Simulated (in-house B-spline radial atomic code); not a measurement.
# Hf⁺: density, ELF and screening along the radius

How do the shells of Hf⁺ show in real space, and how much do the settings move them?

The numbers are computed with in-house B-spline radial atomic code version 1 (several methods, spin-polarised, as named in each step; spherical all-electron atom at the radial basis limit), except any that are marked as measured or tabulated.

### 1 The system

* element: hafnium (Z = 72)
* charge: +1
* electrons: 71
* configuration: [Xe] 4f14 5d1 6s2
* nucleus: point (non-relativistic runs) or finite (X2C runs)

The outer shells:

[Xe] 4f14 5d1 6s2
```
[Xe] core
4f [↑↓][↑↓][↑↓][↑↓][↑↓][↑↓][↑↓]
5d [↑ ][  ][  ][  ][  ]
6s [↑↓]
```

Where spins are not typed, each open shell is filled with up spins first.

### 2 LDA (VWN5), X2C

Settings, as recorded:

```ini
Z = 72
electrons = 71.0
configuration = [Xe] 4f14 5d1 6s2
hamiltonian = x2c
method = lda,vwn
spin_polarised = True
nucleus = fermi
rms_radius = 5.347
mass_number = 180
atomic_mass = 179.946559537
speed_of_light = 137.035999084
```

Command:

```console
$ python run_scf.py task.json out
```

task.json lists these runs, among others, and the program works through them in turn.

Results of the run (chosen fields of its result record, rounded):

```text
status: converged
scf [iteration, energy, orbital gradient]:
  - [1, -15067.431166, 0.41]
  - [2, -15064.5384728, 0.335]
  - [3, -15066.7656011, 0.284]
  - [4, -15068.0420647, 0.149]
  - [5, -15066.4065922, 0.317]
  - [6, -15068.632644, 0.0154]
  - [7, -15068.6393601, 0.00336]
  - [8, -15068.6397615, 0.000177]
  - [9, -15068.6397626, 3.34e-05]
  - [10, -15068.6397626, 2.03e-07]
energy [hartree]: {"total": -15068.6397626, "kinetic": 16857.1808513, "nuclear": -37527.729988, "coulomb": 5904.57551794, "xc": -302.666143804}
orbitals [hartree, bohr; first row names the columns]:
  - ["name", "occ", "eps", "<r>", "<r^2>", "<1/r>", "r_max"]
  - ["1s up", 1.0, -2389.3923, 0.018219, 0.00046397, 91.4, 0.010987]
  - ["1s down", 1.0, -2389.3924, 0.018219, 0.00046397, 91.4, 0.010987]
  - ["2s up", 1.0, -408.93989, 0.079667, 0.0075667, 21.296, 0.067971]
  - ["2s down", 1.0, -408.93868, 0.079667, 0.0075667, 21.296, 0.067971]
  - ["2p up", 3.0, -360.44748, 0.071208, 0.0062102, 18.073, 0.055115]
  - ["2p down", 3.0, -360.44649, 0.071208, 0.0062102, 18.073, 0.055115]
  - ["3s up", 1.0, -93.440271, 0.20842, 0.049797, 7.6628, 0.19252]
  - ["3s down", 1.0, -93.439961, 0.20842, 0.049797, 7.6628, 0.19252]
  - ["3p up", 3.0, -78.870168, 0.20797, 0.050245, 6.801, 0.18968]
  - ["3p down", 3.0, -78.869822, 0.20797, 0.050245, 6.801, 0.18968]
  - ["3d up", 5.0, -61.042884, 0.18901, 0.041903, 6.3541, 0.15449]
  - ["3d down", 5.0, -61.042182, 0.18901, 0.041904, 6.3541, 0.15449]
  - ["4s up", 1.0, -19.072354, 0.46867, 0.24834, 3.1778, 0.43811]
  - ["4s down", 1.0, -19.071498, 0.46867, 0.24834, 3.1778, 0.43811]
  - ["4p up", 3.0, -14.263991, 0.49726, 0.28169, 2.82, 0.45812]
  - ["4p down", 3.0, -14.263114, 0.49725, 0.28167, 2.8201, 0.45812]
  - ["4d up", 5.0, -7.9132195, 0.53578, 0.33339, 2.4793, 0.47148]
  - ["4d down", 5.0, -7.9120347, 0.53572, 0.33329, 2.4795, 0.47148]
  - ["5s up", 1.0, -2.8096862, 1.1346, 1.449, 1.1934, 1.0161]
  - ["5s down", 1.0, -2.7969679, 1.1326, 1.4437, 1.196, 1.0151]
  - ["5p up", 3.0, -1.662579, 1.3343, 2.0233, 0.9848, 1.1567]
  - ["5p down", 3.0, -1.6454894, 1.331, 2.0135, 0.98776, 1.1546]
  - ["4f up", 7.0, -0.97253285, 0.67673, 0.59281, 1.9173, 0.45397]
  - ["4f down", 7.0, -0.96899136, 0.67464, 0.58803, 1.9205, 0.45387]
  - ["5d up", 1.0, -0.41182559, 2.1548, 5.5231, 0.60317, 1.6406]
  - ["6s up", 1.0, -0.45056392, 3.0785, 10.653, 0.41276, 2.7061]
  - ["6s down", 1.0, -0.43480443, 3.1193, 10.946, 0.40657, 2.7299]
sum_r [bohr^k]: {"-1": 538.1699, "1": 41.53172, "2": 56.78488}
radius_at_0.001 [bohr]: 4.569
radius_enclosing_fraction [bohr]: {"0.5": 0.3984, "0.9": 1.305, "0.99": 3.516}
slater [hartree]:
  F0(5d up,5d up): 0.42193
  F2(5d up,5d up): 0.2134
  F4(5d up,5d up): 0.13852
  F0(5d up,6s up): 0.33233
  G2(5d up,6s up): 0.10645
  F0(5d up,6s down): 0.32929
  F0(6s up,6s up): 0.29256
  F0(6s up,6s down): 0.29066
  F0(6s down,6s down): 0.28879
```

Wall time 0.37 s (1 thread, shared host).

radius_at_0.001 is where the density falls to 0.001 electrons per bohr³.

Fields along the radius, from the same record (one point in 2):

```tsv
r (bohr)	4πr²n (1/bohr)	ELF	screened charge r·V (e)	reduced gradient s	4πr²(n↑−n↓)
0.00414	58.67	0.9981	69.86	0.6470	-0.00001
0.00649	83.32	0.9938	68.75	0.6396	-0.00004
0.0102	99.72	0.9657	67.14	0.6879	-0.0001208
0.0160	95.85	0.7445	64.88	0.7487	-0.0003488
0.0250	86.07	0.3326	61.75	0.5697	-0.0006037
0.0393	108.9	0.5370	57.36	0.2817	0.001108
0.0616	130.8	0.7333	51.61	0.4080	0.01217
0.0967	101.7	0.3605	44.54	0.4180	0.03459
0.152	117.8	0.6496	36.08	0.2415	0.02323
0.238	79.80	0.4800	27.23	0.5401	-0.01132
0.373	65.79	0.5156	18.27	0.1590	0.05290
0.585	52.45	0.6311	10.42	0.4730	-0.006099
0.918	19.69	0.3662	5.548	0.5309	0.1265
1.44	8.308	0.5353	2.817	0.7719	0.5155
2.26	2.087	0.1840	1.615	1.026	0.4198
3.54	0.7464	0.6422	1.116	1.368	0.1056
5.56	0.07503	0.4993	1.005	4.781	0.003601
8.72	0.0006395	0.004763	1.000	34.00	-0.00002
```

### 3 PBE, X2C

The settings differ from step 2 so:

```diff
@@ -4,3 +4,3 @@
 hamiltonian = x2c
-method = lda,vwn
+method = pbe,pbe
 spin_polarised = True
```

Result record:

```text
status: converged
scf [iteration, energy, orbital gradient]:
  - [1, -15077.2729228, 0.501]
  - [2, -15074.4786042, 0.331]
  - [3, -15076.6712414, 0.274]
  - [4, -15077.9084825, 0.143]
  - [5, -15076.3827737, 0.302]
  - [6, -15078.4630653, 0.0146]
  - [7, -15078.4691229, 0.00307]
  - [8, -15078.4694511, 0.000167]
  - [9, -15078.4694522, 3.08e-05]
  - [10, -15078.4694522, 6.88e-07]
energy [hartree]: {"total": -15078.4694522, "kinetic": 16874.8469129, "nuclear": -37545.8016598, "coulomb": 5905.07980378, "xc": -312.594509058}
orbitals [hartree, bohr; first row names the columns]:
  - ["name", "occ", "eps", "<r>"]
  - ["1s up", 1.0, -2391.7112, 0.018203]
  - ["1s down", 1.0, -2391.7113, 0.018203]
  - ["2s up", 1.0, -409.28494, 0.079609]
  - ["2s down", 1.0, -409.28369, 0.079609]
  - ["2p up", 3.0, -360.54425, 0.071188]
  - ["2p down", 3.0, -360.54328, 0.071188]
  - ["3s up", 1.0, -93.5376, 0.2082]
  - ["3s down", 1.0, -93.53751, 0.2082]
  - ["3p up", 3.0, -78.896159, 0.20783]
  - ["3p down", 3.0, -78.896011, 0.20783]
  - ["3d up", 5.0, -61.038352, 0.18895]
  - ["3d down", 5.0, -61.03772, 0.18895]
  - ["4s up", 1.0, -19.114525, 0.46836]
  - ["4s down", 1.0, -19.113813, 0.46837]
  - ["4p up", 3.0, -14.286523, 0.49696]
  - ["4p down", 3.0, -14.285885, 0.49696]
  - ["4d up", 5.0, -7.9167784, 0.53554]
  - ["4d down", 5.0, -7.9159327, 0.53549]
  - ["5s up", 1.0, -2.8013851, 1.1352]
  - ["5s down", 1.0, -2.7875586, 1.1327]
  - ["5p up", 3.0, -1.6547242, 1.334]
  - ["5p down", 3.0, -1.6355052, 1.3302]
  - ["4f up", 7.0, -0.96143741, 0.67694]
  - ["4f down", 7.0, -0.95805704, 0.67455]
  - ["5d up", 1.0, -0.40291355, 2.1623]
  - ["6s up", 1.0, -0.44279404, 3.1003]
  - ["6s down", 1.0, -0.42533732, 3.141]
sum_r [bohr^k]: {"-1": 538.4647, "1": 41.57399, "2": 57.1252}
```

Run time: 0.4 s. Hardware: 1 thread, shared host.

Fields along the radius, from the same record (one point in 4):

```tsv
r (bohr)	4πr²n (1/bohr)	ELF	screened charge r·V (e)	reduced gradient s	4πr²(n↑−n↓)
0.00414	58.80	0.9981	69.86	0.6472	-0.00004
0.0102	99.81	0.9657	67.14	0.6883	-0.0001765
0.0251	86.05	0.3307	61.72	0.5662	-0.0007564
0.0618	130.8	0.7327	51.56	0.4098	0.01210
0.152	117.9	0.6502	36.07	0.2410	0.02228
0.375	66.06	0.5242	18.16	0.1581	0.04912
0.923	19.47	0.3673	5.507	0.5286	0.1253
2.27	2.040	0.1791	1.616	1.029	0.4137
5.59	0.07605	0.5043	1.006	4.667	0.003757
```

### 4 Hartree-Fock, X2C

The settings differ from step 3 so:

```diff
@@ -4,3 +4,3 @@
 hamiltonian = x2c
-method = pbe,pbe
+method = hf
 spin_polarised = True
```

Result record:

```text
status: converged
scf [iteration, energy, orbital gradient]:
  - [1, -15072.3138132, 0.512]
  - [2, -15072.7417066, 0.151]
  - [3, -15073.2876557, 0.0419]
  - [4, -15073.3137636, 0.0066]
  - [5, -15073.3138568, 0.00701]
  - [6, -15073.3149665, 0.000767]
  - [7, -15073.3149794, 0.000176]
  - [8, -15073.3149809, 6.29e-05]
  - [9, -15073.3149811, 1.52e-05]
  - [10, -15073.3149811, 1.96e-06]
  - [11, -15073.3149811, 5.19e-07]
energy [hartree]: {"total": -15073.3149811, "kinetic": 16869.1927332, "nuclear": -37545.2742685, "coulomb": 5910.25312363, "exact_exchange": -307.486569456}
orbitals [hartree, bohr; first row names the columns]:
  - ["name", "occ", "eps", "<r>"]
  - ["1s up", 1.0, -2414.18, 0.018197]
  - ["1s down", 1.0, -2414.1803, 0.018197]
  - ["2s up", 1.0, -418.1609, 0.079534]
  - ["2s down", 1.0, -418.15847, 0.079534]
  - ["2p up", 3.0, -368.07887, 0.07121]
  - ["2p down", 3.0, -368.0765, 0.071209]
  - ["3s up", 1.0, -97.735548, 0.20763]
  - ["3s down", 1.0, -97.735917, 0.20763]
  - ["3p up", 3.0, -82.432678, 0.20745]
  - ["3p down", 3.0, -82.433155, 0.20744]
  - ["3d up", 5.0, -63.762563, 0.18893]
  - ["3d down", 5.0, -63.761485, 0.18894]
  - ["4s up", 1.0, -21.09205, 0.46878]
  - ["4s down", 1.0, -21.090731, 0.4688]
  - ["4p up", 3.0, -15.958436, 0.49701]
  - ["4p down", 3.0, -15.957223, 0.49702]
  - ["4d up", 5.0, -9.1036661, 0.5366]
  - ["4d down", 5.0, -9.1008158, 0.5366]
  - ["5s up", 1.0, -3.3158746, 1.1518]
  - ["5s down", 1.0, -3.284976, 1.147]
  - ["5p up", 3.0, -1.9711892, 1.3467]
  - ["5p down", 3.0, -1.921641, 1.3381]
  - ["4f up", 7.0, -1.4953574, 0.66131]
  - ["4f down", 7.0, -1.49282, 0.65793]
  - ["5d up", 1.0, -0.56823004, 2.1152]
  - ["6s up", 1.0, -0.50955026, 3.2293]
  - ["6s down", 1.0, -0.48695452, 3.3049]
sum_r [bohr^k]: {"-1": 538.4352, "1": 41.69498, "2": 58.65848}
```

It took 1 s on 1 thread, shared host.

The record's radial tables, every 4th point:

```tsv
r (bohr)	4πr²n (1/bohr)	ELF	screened charge r·V (e)	reduced gradient s	4πr²(n↑−n↓)
0.00420	59.54	0.9981	69.83	0.6453	-0.00004
0.0104	100.1	0.9630	67.06	0.6912	-0.0002877
0.0257	86.15	0.3237	61.52	0.5458	-0.001692
0.0635	130.0	0.7252	51.17	0.4224	0.01355
0.157	119.0	0.6770	35.42	0.2566	0.01561
0.388	67.83	0.5730	17.44	0.1639	0.03197
0.960	18.00	0.3748	5.179	0.5317	0.1507
2.37	1.747	0.1644	1.585	1.032	0.4067
5.87	0.06900	0.7325	1.005	4.755	-0.001987
```

### 5 M06-L, X2C

The settings differ from step 4 so:

```diff
@@ -4,3 +4,3 @@
 hamiltonian = x2c
-method = hf
+method = m06l
 spin_polarised = True
```

Result record:

```text
status: converged
warnings: ["states collapsed into the nucleus by a negative tau potential were left out of the aufbau"]
scf [iteration, energy, orbital gradient]:
  - [1, -15078.0805109, 0.291]
  - [2, -15078.1126833, 0.0152]
  - [3, -15078.1164102, 0.00835]
  - [4, -15078.1174774, 0.00427]
  - [5, -15078.115977, 0.00858]
  - [6, -15078.1179376, 0.000334]
  - [7, -15078.1179413, 0.000188]
  - [8, -15078.1179262, 0.000674]
  - [9, -15078.117922, 0.000669]
  - [10, -15078.1179379, 0.000326]
  - [11, -15078.1179383, 0.000498]
  - [12, -15078.1179382, 0.000494]
  - [13, -15078.1179382, 0.00052]
  - [14, -15078.1178062, 0.00237]
  - [15, -15078.1179233, 0.000762]
  - [16, -15078.117937, 0.000405]
  - [17, -15078.1179369, 0.000454]
  - [18, -15078.1179306, 0.000806]
  - [19, -15078.1177391, 0.00319]
  - [20, -15078.1155986, 0.0107]
  - [21, -15078.1179178, 0.000944]
  - [22, -15078.1170892, 0.00777]
  - [23, -15078.1179245, 0.000815]
  - [24, -15078.1179406, 0.000315]
  - [25, -15078.1179424, 0.000266]
  - [26, -15078.1179419, 0.000278]
  - [27, -15078.1179424, 0.000332]
  - [28, -15078.1179425, 0.00026]
  - [29, -15078.1179423, 0.000305]
  - [30, -15078.1179374, 0.000381]
  - [31, -15078.1179062, 0.00125]
  - [32, -15078.1179421, 0.000193]
  - [33, -15078.1179423, 0.000415]
  - [34, -15078.1179423, 0.00025]
  - [35, -15078.1179422, 0.000303]
  - [36, -15078.1179402, 0.000345]
  - [37, -15078.1179415, 0.000503]
  - [38, -15078.1179425, 0.000491]
  - [39, -15078.1179426, 0.000475]
  - [40, -15078.1179427, 0.000346]
  - [41, -15078.1179426, 0.000364]
  - [42, -15078.1179427, 0.000374]
  - [43, -15078.1179426, 0.000397]
  - [44, -15078.1179425, 0.000279]
  - [45, -15078.1179426, 0.000219]
  - "... 12 more rows left out ..."
energy [hartree]: {"total": -15078.1179431, "kinetic": 16871.5686471, "nuclear": -37544.4308167, "coulomb": 5907.11532711, "xc": -312.371100657}
orbitals [hartree, bohr; first row names the columns]:
  - ["name", "occ", "eps", "<r>"]
  - ["1s up", 1.0, -2394.7697, 0.018203]
  - ["1s down", 1.0, -2394.7698, 0.018203]
  - ["2s up", 1.0, -410.90559, 0.079557]
  - ["2s down", 1.0, -410.90387, 0.079556]
  - ["2p up", 3.0, -361.66735, 0.071204]
  - ["2p down", 3.0, -361.66606, 0.071203]
  - ["3s up", 1.0, -94.372425, 0.20775]
  - ["3s down", 1.0, -94.37243, 0.20775]
  - ["3p up", 3.0, -79.479672, 0.2076]
  - ["3p down", 3.0, -79.479545, 0.2076]
  - ["3d up", 5.0, -61.370626, 0.18902]
  - ["3d down", 5.0, -61.369744, 0.18902]
  - ["4s up", 1.0, -19.523355, 0.4681]
  - ["4s down", 1.0, -19.522851, 0.46812]
  - ["4p up", 3.0, -14.588999, 0.49646]
  - ["4p down", 3.0, -14.588772, 0.49648]
  - ["4d up", 5.0, -8.0669603, 0.53511]
  - ["4d down", 5.0, -8.066529, 0.53508]
  - ["5s up", 1.0, -2.8257601, 1.1392]
  - ["5s down", 1.0, -2.8096757, 1.1362]
  - ["5p up", 3.0, -1.6643967, 1.3386]
  - ["5p down", 3.0, -1.6417457, 1.3345]
  - ["4f up", 7.0, -0.96937805, 0.67346]
  - ["4f down", 7.0, -0.96581939, 0.67097]
  - ["5d up", 1.0, -0.38822818, 2.1811]
  - ["6s up", 1.0, -0.43974224, 3.093]
  - ["6s down", 1.0, -0.42502896, 3.1477]
sum_r [bohr^k]: {"-1": 538.431, "1": 41.56754, "2": 57.09006}
```

Run time: 3 s. Hardware: 1 thread, shared host.

Meta-GGA runs start from a PBE run whose iterations are not counted.

The record's radial tables, every 4th point:

```tsv
r (bohr)	4πr²n (1/bohr)	ELF	screened charge r·V (e)	reduced gradient s	4πr²(n↑−n↓)
0.00415	58.91	0.9981	69.86	0.6464	-0.00001
0.0102	99.90	0.9659	67.14	0.6877	-0.0001413
0.0251	85.97	0.3300	61.72	0.5668	-0.0007836
0.0619	130.9	0.7334	51.54	0.4104	0.01203
0.152	118.0	0.6513	36.07	0.2393	0.02196
0.375	66.06	0.5245	18.14	0.1553	0.04619
0.924	19.30	0.3648	5.496	0.5298	0.1240
2.28	2.012	0.1769	1.617	1.019	0.4113
5.60	0.06279	0.3959	1.004	5.767	0.002107
```

### 6 Results

| run | total energy (hartree) | highest level (eV) | radius holding 50 / 90 / 99 % (bohr) | radius at n = 0.001 (bohr) | ELF minima on the full grid (bohr) |
| --- | --- | --- | --- | --- | --- |
| LDA (VWN5), X2C | -15068.6398 | -11.206 | 0.398 / 1.30 / 3.52 | 4.57 | 0.025, 0.097, 0.30, 0.92, 2.3 |
| PBE, X2C | -15078.4695 | -10.964 | 0.399 / 1.30 / 3.54 | 4.58 | 0.025, 0.097, 0.30, 0.92, 2.3 |
| Hartree-Fock, X2C | -15073.3150 | -13.251 | 0.399 / 1.30 / 3.66 | 4.68 | 0.026, 0.100, 0.31, 0.96, 2.4 |
| M06-L, X2C | -15078.1179 | -10.564 | 0.399 / 1.30 / 3.57 | 4.62 | 0.025, 0.097, 0.30, 0.92, 2.3 |

What this shows: In the first run ELF has 5 minima on the grid, which mark the borders between shells. On the record's full grid the screened charge (r times the electrostatic potential) falls from 71.9 near the nucleus to 1.00 at 11 bohr; far out it tends to the net charge, 1. The radius that holds 99 % of the electrons runs from 3.52 bohr (LDA (VWN5), X2C) to 3.66 bohr (Hartree-Fock, X2C). The grid is coarse (about 25 % a step), so the places of minima are rough. For X2C runs ELF uses the non-relativistic kinetic energy density, and the fields carry no picture-change correction.
